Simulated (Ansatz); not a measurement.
# C₃H₈SSi: geometry and vibrations

The task is to find a stationary geometry of C₃H₈SSi, then compute its harmonic vibrations to see whether it is a minimum and to get the zero-point energy and entropy, and look at its orbitals and charge.

Method: RKS PBE0-D4/def2-TZVP; program: Ansatz 0.2.0, Gaussian basis.

Levels to be run: relaxation at PBE-D4/def2-SVP; relaxation at PBE0-D4/def2-TZVP; harmonic vibrations at the same level; a single point in def2-TZVPP for the fields.

**1. Where the work starts**

SMILES `CC[Si]SC`, 13 atoms, charge 0, spin multiplicity 1.

Atoms are counted from 1 here; the program's logs count them from 0.

Bond lengths: C1–C2 1.460 Å, C1–H6 1.128 Å, C1–H7 1.110 Å, C1–H8 1.133 Å, C2–Si3 1.842 Å, C2–H9 1.136 Å, C2–H10 1.081 Å, Si3–S4 2.228 Å, S4–C5 1.797 Å, C5–H11 1.086 Å, C5–H12 1.094 Å, C5–H13 1.085 Å. Angles: C2–C1–H6 115.0°, C2–C1–H7 111.9°, C2–C1–H8 115.0°, H6–C1–H7 104.1°, H6–C1–H8 104.1°, H7–C1–H8 105.6°, C1–C2–Si3 115.0°, C1–C2–H9 107.5°, C1–C2–H10 109.6°, Si3–C2–H9 109.8°, Si3–C2–H10 108.3°, H9–C2–H10 106.3°, C2–Si3–S4 111.0°, Si3–S4–C5 102.1°, S4–C5–H11 112.7°, S4–C5–H12 114.5°, S4–C5–H13 106.8°, H11–C5–H12 108.3° and more.

Coordinates:

```
atom     x (Å)     y (Å)     z (Å)
  C1  -1.70380   0.54710  -0.83370
  C2  -0.99870  -0.71100  -0.60850
 Si3   0.67500  -0.81280  -1.37190
  S4   2.08470   0.60940  -0.39500
  C5   2.06560   0.04470   1.31120
  H6  -1.88730   0.80280  -1.91650
  H7  -2.71810   0.54080  -0.38220
  H8  -1.18940   1.46600  -0.41560
  H9  -0.91980  -0.86300   0.51470
 H10  -1.59360  -1.53180  -0.98470
 H11   2.42500  -0.97400   1.41940
 H12   1.09070   0.11830   1.80160
 H13   2.69030   0.72870   1.87580
```

The start is a force-field geometry with small random shifts, so a cheaper pass at PBE-D4/def2-SVP comes first.

**2. Optimising with PBE-D4/def2-SVP (cheap first pass)**

Contents of in.yaml:

```yaml
crystal:
  periodic: [false, false, false]
  atoms:
    - {symbol: C, position_ang: [-1.703800, 0.547100, -0.833700]}
    - {symbol: C, position_ang: [-0.998700, -0.711000, -0.608500]}
    - {symbol: Si, position_ang: [0.675000, -0.812800, -1.371900]}
    - {symbol: S, position_ang: [2.084700, 0.609400, -0.395000]}
    - {symbol: C, position_ang: [2.065600, 0.044700, 1.311200]}
    - {symbol: H, position_ang: [-1.887300, 0.802800, -1.916500]}
    - {symbol: H, position_ang: [-2.718100, 0.540800, -0.382200]}
    - {symbol: H, position_ang: [-1.189400, 1.466000, -0.415600]}
    - {symbol: H, position_ang: [-0.919800, -0.863000, 0.514700]}
    - {symbol: H, position_ang: [-1.593600, -1.531800, -0.984700]}
    - {symbol: H, position_ang: [2.425000, -0.974000, 1.419400]}
    - {symbol: H, position_ang: [1.090700, 0.118300, 1.801600]}
    - {symbol: H, position_ang: [2.690300, 0.728700, 1.875800]}
basis:
  gaussian: {orbitals: def2-SVP}
hamiltonian: {xc: pbe, dispersion: d4}
relax: {f_tol: 0.03, max_steps: 200}
```

Run with:

```bash
$ ansatz run in.yaml --threads 4 --pin off --events-out ev --progress --plain --max-ram 10444MiB
```

The log of the run, shortened:

```text
Functional definition: PBE
  name "PBE"
  cite "Perdew, Burke & Ernzerhof, Phys. Rev. Lett. 77, 3865 (1996) doi:10.1103/PhysRevLett.77.3865"
  parent pbe
[...]
1339 factors; their error is unknown
[...]
mean field -21931.78766184 eV, -805.9783306732 hartree, gradient 3.1e-5 eV, S^2 0.000000; 0 other end points of the search recorded, 0 dependent functions left out
[...]
reference -21931.78769886 eV, -805.9783320335 hartree; 28, 28 occupied and 90, 90 virtual orbitals, 1339 factors
relax step   1: F+E_penalty+E_count = -21932.10855675 eV  Δ(F+E_penalty+E_count) = +0.000e0 eV  max|allowed force component| = 3.058e0 eV/Å  Δτ_max = 0.0000 Å  (32 SCF iters, accepted)
[...]
relax step   5: F+E_penalty+E_count = -21932.92648476 eV  Δ(F+E_penalty+E_count) = -6.138e-2 eV  max|allowed force component| = 3.553e-1 eV/Å  Δτ_max = 0.1938 Å  (29 SCF iters, accepted)
[...]
relax step   9: F+E_penalty+E_count = -21932.95687558 eV  Δ(F+E_penalty+E_count) = -4.312e-3 eV  max|allowed force component| = 4.861e-2 eV/Å  Δτ_max = 0.0590 Å  (30 SCF iters, accepted)
[...]
relax step  13: F+E_penalty+E_count = -21932.96120749 eV  Δ(F+E_penalty+E_count) = -5.172e-4 eV  max|allowed force component| = 1.532e-2 eV/Å  Δτ_max = 0.0443 Å  (31 SCF iters, accepted)
[...]
mean field -21932.62817436 eV, -806.0092189384 hartree, gradient 2.4e-5 eV, S^2 0.000000; 1 other end points of the search recorded, 0 dependent functions left out
[...]
reference -21932.62821068 eV, -806.0092202733 hartree; 28, 28 occupied and 90, 90 virtual orbitals, 1339 factors
Total energy: -21932.96175804 eV, -806.0214779125 hartree
Atom 0 at    -1.539693     0.534582    -0.558539 Å, force    -0.000784    -0.000358    -0.000296 eV/Å
Atom 1 at    -0.796666    -0.813793    -0.634916 Å, force     0.000716     0.000865    -0.000385 eV/Å
Atom 2 at     0.720610    -0.677244    -1.837981 Å, force     0.000717     0.000234     0.002292 eV/Å
Atom 3 at     2.266963     0.073161    -0.545510 Å, force    -0.000763    -0.000019     0.001365 eV/Å
Atom 4 at     1.714540     0.204730     1.204835 Å, force    -0.002613     0.000859     0.008906 eV/Å
Atom 5 at    -1.837626     0.899638    -1.564434 Å, force    -0.000665    -0.000338    -0.000022 eV/Å
Atom 6 at    -2.467986     0.458017     0.045610 Å, force    -0.000204    -0.000245     0.000351 eV/Å
Atom 7 at    -0.913263     1.330148    -0.103664 Å, force     0.000294    -0.000163     0.000394 eV/Å
Atom 8 at    -0.517836    -1.168985     0.380194 Å, force    -0.000629     0.000617    -0.000232 eV/Å
Atom 9 at    -1.473849    -1.585431    -1.063478 Å, force     0.000402    -0.000512    -0.000499 eV/Å
Atom 10 at     1.504032    -0.797851     1.624717 Å, force     0.001768     0.016021    -0.005159 eV/Å
Atom 11 at     0.815051     0.842447     1.296244 Å, force     0.013851    -0.009097    -0.000050 eV/Å
Atom 12 at     2.546324     0.665781     1.771523 Å, force    -0.012089    -0.007863    -0.006665 eV/Å
Dipole moment:    -0.294494     0.012012     0.484543 e Å
```

Wall time 20 s (4 threads of Arm Neoverse V2, shared host).

Relaxation path:

```
step  energy from step 1 (eV)  largest force component (eV/Å)
   1                   0.0000                          3.0577
   2                  -0.4194                          1.2288
   3                  -0.6243                          0.7600
   4                  -0.7565                          0.4000
   5                  -0.8179                          0.3553
   6                  -0.8331                          0.1987
   7                  -0.8440                          0.1289
   8                  -0.8432                          0.1320
   9                  -0.8483                          0.0486
  10                  -0.8506                          0.0443
  11                  -0.8509                          0.1428
  12                  -0.8521                          0.0272
  13                  -0.8527                          0.0153
  14                  -0.8524                          0.1173
  15                  -0.8530                          0.0221
  16                  -0.8527                          0.0882
  17                  -0.8532                          0.0160
```

The force was under the threshold of 0.03 eV/Å already at step 12, but the program went on to step 17.

Close pairs (by a distance rule), those that changed most:

```
  bond  before (Å)  after (Å)  change (Å)
C2–Si3       1.842      1.941      +0.099
 C1–C2       1.460      1.541      +0.082
Si3–S4       2.228      2.151      -0.078
 S4–C5       1.797      1.840      +0.043
C2–H10       1.081      1.113      +0.031
 C2–H9       1.136      1.111      -0.025
 C1–H8       1.133      1.110      -0.023
C5–H13       1.085      1.107      +0.022
```

**3. Relaxation at PBE0-D4/def2-TZVP**

Contents of in.yaml:

```yaml
crystal:
  periodic: [false, false, false]
  atoms:
    - {symbol: C, position_ang: [-1.539693, 0.534582, -0.558539]}
    - {symbol: C, position_ang: [-0.796666, -0.813793, -0.634916]}
    - {symbol: Si, position_ang: [0.720610, -0.677244, -1.837981]}
    - {symbol: S, position_ang: [2.266963, 0.073161, -0.545510]}
    - {symbol: C, position_ang: [1.714540, 0.204730, 1.204835]}
    - {symbol: H, position_ang: [-1.837626, 0.899638, -1.564434]}
    - {symbol: H, position_ang: [-2.467986, 0.458017, 0.045610]}
    - {symbol: H, position_ang: [-0.913263, 1.330148, -0.103664]}
    - {symbol: H, position_ang: [-0.517836, -1.168985, 0.380194]}
    - {symbol: H, position_ang: [-1.473849, -1.585431, -1.063478]}
    - {symbol: H, position_ang: [1.504032, -0.797851, 1.624717]}
    - {symbol: H, position_ang: [0.815051, 0.842447, 1.296244]}
    - {symbol: H, position_ang: [2.546324, 0.665781, 1.771523]}
basis:
  gaussian: {orbitals: def2-TZVP}
hamiltonian: {xc: pbe0, dispersion: d4}
relax: {f_tol: 0.005, max_steps: 150}
```

Same command.

The log of the run, shortened:

```text
Functional definition: PBE0
  name "PBE0"
  cite "Adamo & Barone, J. Chem. Phys. 110, 6158 (1999) doi:10.1063/1.478522"
  cite "Perdew, Burke & Ernzerhof, Phys. Rev. Lett. 77, 3865 (1996) doi:10.1103/PhysRevLett.77.3865"
  parent pbe
[...]
1431 factors; their error is unknown
[...]
mean field -21944.84744859 eV, -806.4582689838 hartree, gradient 9.3e-6 eV, S^2 0.000000; 0 other end points of the search recorded, 0 dependent functions left out
[...]
reference -21944.84748105 eV, -806.4582701769 hartree; 28, 28 occupied and 187, 187 virtual orbitals, 1431 factors
relax step   1: F+E_penalty+E_count = -21945.13203620 eV  Δ(F+E_penalty+E_count) = +0.000e0 eV  max|allowed force component| = 5.740e-1 eV/Å  Δτ_max = 0.0000 Å  (31 SCF iters, accepted)
[...]
Atom 3 at     2.233261     0.089548    -0.536215 Å, force     0.000687    -0.002440     0.002850 eV/Å
Atom 4 at     1.707754     0.182021     1.198693 Å, force    -0.000457     0.002733    -0.001208 eV/Å
Atom 5 at    -1.827165     0.866308    -1.574253 Å, force     0.000979    -0.001107     0.000173 eV/Å
Atom 6 at    -2.449232     0.465260     0.022684 Å, force     0.000906    -0.000192    -0.000821 eV/Å
Atom 7 at    -0.921336     1.332728    -0.142232 Å, force     0.000265    -0.001929    -0.000679 eV/Å
Atom 8 at    -0.510042    -1.118711     0.395799 Å, force    -0.001004     0.000556    -0.000308 eV/Å
Atom 9 at    -1.449170    -1.572947    -1.020886 Å, force    -0.001149    -0.000376     0.001269 eV/Å
Atom 10 at     1.539453    -0.815790     1.601247 Å, force    -0.000707    -0.001806    -0.000737 eV/Å
Atom 11 at     0.804895     0.780426     1.305620 Å, force     0.000418    -0.000128     0.000438 eV/Å
Atom 12 at     2.517798     0.656005     1.752546 Å, force     0.000917     0.001120     0.000386 eV/Å
Dipole moment:    -0.311135    -0.005727     0.490142 e Å
```

It took 28 s on 4 threads of Arm Neoverse V2, shared host; peak memory 0.63 GiB.

Step by step:

```
step  energy from step 1 (eV)  largest force component (eV/Å)
   1                   0.0000                          0.5740
   2                  -0.0563                          0.2052
   3                  -0.0615                          0.1221
   4                  -0.0634                          0.0468
   5                  -0.0635                          0.0481
   6                  -0.0638                          0.0093
   7                  -0.0638                          0.0076
   8                  -0.0638                          0.0032
```

Distances of close pairs at the start and the end, largest changes first:

```
  bond  before (Å)  after (Å)  change (Å)
Si3–S4       2.151      2.119      -0.031
C2–Si3       1.941      1.911      -0.031
 S4–C5       1.840      1.815      -0.025
C5–H11       1.107      1.089      -0.018
 C2–H9       1.111      1.093      -0.018
C5–H12       1.106      1.088      -0.018
C5–H13       1.107      1.090      -0.017
 C1–H7       1.110      1.093      -0.017
```

Mulliken charges at the end point, from the run's report:

C1 -0.39; C2 -0.31; Si3 0.15; S4 -0.16; C5 -0.36; H6 0.13; H7 0.13; H8 0.12; H9 0.11; H10 0.12; H11 0.15; H12 0.14; H13 0.16

**4. Force constants and modes**

Contents of in.yaml:

```yaml
crystal:
  periodic: [false, false, false]
  atoms:
    - {symbol: C, position_ang: [-1.535185, 0.536908, -0.572418]}
    - {symbol: C, position_ang: [-0.787609, -0.801231, -0.612532]}
    - {symbol: Si, position_ang: [0.697178, -0.635325, -1.803453]}
    - {symbol: S, position_ang: [2.233261, 0.089548, -0.536215]}
    - {symbol: C, position_ang: [1.707754, 0.182021, 1.198693]}
    - {symbol: H, position_ang: [-1.827165, 0.866308, -1.574253]}
    - {symbol: H, position_ang: [-2.449232, 0.465260, 0.022684]}
    - {symbol: H, position_ang: [-0.921336, 1.332728, -0.142232]}
    - {symbol: H, position_ang: [-0.510042, -1.118711, 0.395799]}
    - {symbol: H, position_ang: [-1.449170, -1.572947, -1.020886]}
    - {symbol: H, position_ang: [1.539453, -0.815790, 1.601247]}
    - {symbol: H, position_ang: [0.804895, 0.780426, 1.305620]}
    - {symbol: H, position_ang: [2.517798, 0.656005, 1.752546]}
basis:
  gaussian: {orbitals: def2-TZVP}
hamiltonian: {xc: pbe0, dispersion: d4}
phonons: {temperatures: {t_min: 298.15, t_max: 900, t_step: 200}}
```

Same command.

The log of the run, shortened:

```text
Functional definition: PBE0
  name "PBE0"
  cite "Adamo & Barone, J. Chem. Phys. 110, 6158 (1999) doi:10.1063/1.478522"
  cite "Perdew, Burke & Ernzerhof, Phys. Rev. Lett. 77, 3865 (1996) doi:10.1103/PhysRevLett.77.3865"
  parent pbe
[...]
1431 factors; their error is unknown
[...]
mean field -21944.90836935 eV, -806.4605077803 hartree, gradient 2.5e-5 eV, S^2 0.000000; 0 other end points of the search recorded, 0 dependent functions left out
[...]
reference -21944.90840135 eV, -806.4605089564 hartree; 28, 28 occupied and 187, 187 virtual orbitals, 1431 factors
[...]
1431 factors; their error is unknown
mean field -21944.90816227 eV, -806.4605001705 hartree, gradient 2.0e-6 eV, S^2 0.000000; 0 other end points of the search recorded, 0 dependent functions left out
[...]
reference -21944.90819428 eV, -806.4605013466 hartree; 28, 28 occupied and 187, 187 virtual orbitals, 1431 factors
[...]
Atom 6 at    -2.449232     0.465260     0.022684 Å, force     0.000907    -0.000198    -0.000817 eV/Å
Atom 7 at    -0.921336     1.332728    -0.142232 Å, force     0.000247    -0.001936    -0.000721 eV/Å
Atom 8 at    -0.510042    -1.118711     0.395799 Å, force    -0.001016     0.000641    -0.000372 eV/Å
Atom 9 at    -1.449170    -1.572947    -1.020886 Å, force    -0.001156    -0.000392     0.001260 eV/Å
Atom 10 at     1.539453    -0.815790     1.601247 Å, force    -0.000647    -0.001807    -0.000727 eV/Å
Atom 11 at     0.804895     0.780426     1.305620 Å, force     0.000477    -0.000191     0.000335 eV/Å
Atom 12 at     2.517798     0.656005     1.752546 Å, force     0.000914     0.001112     0.000383 eV/Å
Dipole moment:    -0.311136    -0.005727     0.490143 e Å
Vibrations: 87.38 94.79 115.00 169.61 212.36 225.37 305.72 493.33 629.18 716.01 720.65 934.97 942.99 956.74 966.70 997.98 1224.18 1246.96 1333.75 1400.53 1446.58 1467.32 1468.39 1490.01 1494.86 3037.90 3047.18 3071.57 3093.84 3108.90 3114.21 3162.18 3170.34 cm⁻¹, zero-point energy 2.848381 eV
```

Wall time 3.1 min (4 threads of Arm Neoverse V2, shared host); peak memory 0.63 GiB.

Motions are named by where the mode's potential energy lies. Wavenumbers, unscaled:

```
mode  cm⁻¹                    motion
   1    87                   torsion
   2    95                   torsion
   3   115                   torsion
   4   170         torsion with bend
   5   212                      bend
   6   225         bend with torsion
   7   306                      bend
   8   493              Si–S stretch
   9   629              Si–C stretch
  10   716  torsion with C–S stretch
  11   721               C–S stretch
  12   935                      bend
  13   943                      bend
  14   957                      bend
  15   967                      bend
  16   998               C–C stretch
  17  1224                      bend
  18  1247                      bend
  19  1334                      bend
  20  1401                      bend
  21  1447                      bend
  22  1467                      bend
  23  1468                      bend
  24  1490                      bend
  25  1495                      bend
  26  3038               C–H stretch
  27  3047               C–H stretch
  28  3072               C–H stretch
  29  3094               C–H stretch
  30  3109               C–H stretch
  31  3114               C–H stretch
  32  3162               C–H stretch
  33  3170               C–H stretch
```

Ideal gas, rigid rotor and harmonic oscillator at 298.15 K and 1 bar, with symmetry number 1:

```
                term            value
   zero-point energy     274.8 kJ/mol
          H(298) − E     298.3 kJ/mol
entropy, translation  166.8 J/(mol K)
   entropy, rotation  114.8 J/(mol K)
  entropy, vibration   86.2 J/(mol K)
      entropy, total  367.8 J/(mol K)
```

**5. Fields at the relaxed geometry**

in.yaml: that of step 4 with these lines changed.

```diff
@@ -17,4 +17,4 @@
 basis:
-  gaussian: {orbitals: def2-TZVP}
+  gaussian: {orbitals: def2-TZVPP}
 hamiltonian: {xc: pbe0, dispersion: d4}
-phonons: {temperatures: {t_min: 298.15, t_max: 900, t_step: 200}}
+output: {orbitals: {seedname: orbitals}}
```

The command is unchanged.

The log of the run:

```text
Functional definition: PBE0
  name "PBE0"
  cite "Adamo & Barone, J. Chem. Phys. 110, 6158 (1999) doi:10.1063/1.478522"
  cite "Perdew, Burke & Ernzerhof, Phys. Rev. Lett. 77, 3865 (1996) doi:10.1103/PhysRevLett.77.3865"
  parent pbe
  parameter a = 0.25
  parameter kappa = 0.804
  parameter beta = 0.06672455060314922
  exchange = (1 - a)*pbe_x(kappa = kappa, mu = beta*pi^2/3) + a*exact_x
  correlation = pbe_c(beta = beta)
1618 factors; their error is unknown
mean field evaluation 1: about -21933.7739 eV, gradient 6.9e1 eV
mean field evaluation 2: about -21921.4087 eV, gradient 9.4e1 eV
mean field evaluation 4: about -21944.9329 eV, gradient 4.1e0 eV
mean field evaluation 8: about -21944.9751 eV, gradient 1.4e-1 eV
mean field evaluation 16: about -21944.9856 eV, gradient 2.5e-4 eV
mean field -21944.98557420 eV, -806.4633450062 hartree, gradient 4.8e-5 eV, S^2 0.000000; 0 other end points of the search recorded, 0 dependent functions left out
reference -21944.98560699 eV, -806.4633462115 hartree; 28, 28 occupied and 261, 261 virtual orbitals, 1618 factors
Total energy: -21945.27308933 eV, -806.4739109924 hartree
```

It took 3.3 s on 4 threads of Arm Neoverse V2, shared host; peak memory 0.84 GiB.

The fields below are evaluated on a grid from the run's orbitals.

Frontier orbitals at PBE0-D4/def2-TZVPP, with the share of their density that lies nearest to each atom:

```
orbital  energy (eV)                    lies on
 HOMO-1        -7.49          S4 74 %; Si3 13 %
   HOMO        -6.26  Si3 68 %; C2 12 %; S4 7 %
   LUMO        -1.90          Si3 67 %; S4 15 %
```

ELF in a plane through or near 4 of the atoms.

Values, 10 rows by 14 columns:
```
0.00 0.00 0.00 0.00 0.00 0.00 0.08 0.36 0.30 0.02 0.00 0.00 0.00 0.00
0.00 0.00 0.00 0.00 0.04 0.05 0.60 0.96 0.98 0.72 0.01 0.00 0.00 0.00
0.00 0.00 0.02 0.42 0.76 0.52 0.59 0.27 0.90 0.77 0.05 0.00 0.00 0.00
0.00 0.00 0.09 0.68 0.90 0.48 0.62 0.76 0.22 0.19 0.00 0.00 0.00 0.00
0.00 0.00 0.01 0.19 0.60 0.33 0.74 0.26 0.34 0.08 0.31 0.05 0.00 0.00
0.00 0.00 0.38 0.58 0.40 0.35 0.04 0.06 0.48 0.94 0.99 0.53 0.00 0.00
0.00 0.00 0.69 0.87 0.24 0.52 0.03 0.85 0.99 0.51 0.52 0.06 0.00 0.00
0.00 0.00 0.02 0.08 0.03 0.25 0.01 0.64 0.89 0.08 0.02 0.00 0.00 0.00
0.00 0.00 0.00 0.00 0.00 0.00 0.00 0.00 0.01 0.00 0.00 0.00 0.00 0.00
0.00 0.00 0.00 0.00 0.00 0.00 0.00 0.00 0.00 0.00 0.00 0.00 0.00 0.00
```
The map spans 11.3 Å across and 8.8 Å up, centred on the molecule. Atoms in the plane (x, y in Å): Si3 (0.3, 1.8), S4 (-1.7, 1.1), H6 (2.3, -0.3), H8 (0.8, -1.2).

log10 of the density (e/Å³) in the same plane.

Ten even steps from ' ' (-4.0) to '@' (1.5):
```
                    ....::::::::::::....                
                ....::::------------::....              
            ..::::::----============--::..              
        ....::------====++++++++++====--::..            
        ::::--==++++++++**********++==--::..            
      ..::--==++**********%%@@%%**++==--::..            
      ..::--==**########**%%@@@@**++==--::....          
      ..----++**##@@%%##**********++==----::....        
      ..----++**##%%%%##********++++++====--::..        
    ..::--==++****####**++++++++++******++==--::..      
    ..::====++********++======++****####**++--::..      
    ..::====++++++++++++====++**########**==--::..      
    ..::--====++++++++======++**##******++==--::..      
      ..::----==========--==++******++====--::..        
      ....::::--------------====++====----::..          
          ......::::::::::::----------::::..            
                          ..............                
                                                        
                                                        
                                                        
```
The map spans 11.3 Å across and 8.8 Å up, centred on the molecule. Atoms in the plane (x, y in Å): Si3 (0.3, 1.8), S4 (-1.7, 1.1), H6 (2.3, -0.3), H8 (0.8, -1.2).

On the surface of density 0.002 e/bohr³ the electrostatic potential runs, from the 1st to the 99th percentile, from -1.01 to 1.10 V.

**6. Outcome**

| quantity | value |
| --- | --- |
| point group | C1 |
| steps | 17 + 8 |
| shift from the start (rms) | 0.503 Å |
| total energy | -21945.1959 eV |
| dispersion term | -287 meV |
| dipole moment | 2.79 D |
| lowest, highest wavenumber | 87, 3170 cm⁻¹ |
| zero-point energy | 274.8 kJ/mol |
| entropy at 298.15 K | 367.8 J/(mol K) |
| HOMO, LUMO | -6.26, -1.90 eV |

What this shows: The relaxed geometry lies 0.50 Å (rms) from the start; the bond that changed most is Si3–S4, from 2.228 to 2.119 Å. All wavenumbers are real, so the end point is a minimum. The stiffest mode, 3170 cm⁻¹, is a C–H stretch, and 4 modes under 200 cm⁻¹ make the vibrational entropy uncertain. Harmonic hybrid wavenumbers usually lie a few per cent above measured fundamentals. The largest Mulliken charge, -0.39 e, sits on C1. The HOMO lies mostly on Si3 68 %; C2 12 % and the LUMO on Si3 67 %; S4 15 %.
